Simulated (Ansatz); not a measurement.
## IrPt3 under changes of volume

One of the cells (15.422 Å³/atom); the others are scaled copies at fixed shape and fractional positions:

```
CELL_PARAMETERS angstrom
3.95125 0.00000 0.00000
0.00000 3.95125 0.00000
0.00000 0.00000 3.95125
ATOMIC_POSITIONS crystal
Pt 0.50000 0.50000 0.00000
Pt 0.50000 0.00000 0.50000
Pt 0.00000 0.50000 0.50000
Ir 0.00000 0.00000 0.00000
```

The cell comes from a database or a generator and needn't be the stable form of this composition.

* Program: Ansatz 0.2.0
* Functional: PBEsol
* Potentials or basis: all-electron LAPW, scalar-relativistic
* Cutoff: 266 eV (chosen from the basis error)
* Basis error allowed: 0.001 eV/atom
* k mesh: 7 × 7 × 7
* Occupations: fermi-dirac, width 0.05 eV
* Spin: no spin polarisation

```tsv
volume (Å³/atom)	energy over the lowest point (meV/atom)	pressure (GPa)
14.497	5.74	6.6
14.805	0.00	-0.3
15.114	6.64	-6.3
15.422	24.14	-11.6
15.731	51.15	-16.2
16.039	?	?
16.347	129.06	-23.8
```

Task: What does the run at 16.039 Å³/atom give?

Result: Energy over the lowest point 86.48 meV/atom; pressure -20.3 GPa.

Worked out: A Birch-Murnaghan fit of order 3 (a polynomial in V^(-2/3)) to the other rows has its minimum at 14.79 Å³/atom with B0 = V·E''(V) = 310 GPa and B' = 5.3. It gives 86.47 meV/atom at 16.039 Å³/atom, against the run's 86.48, and -dE/dV = -20.3 GPa, against -20.3.

Energies are extrapolated to zero smearing.
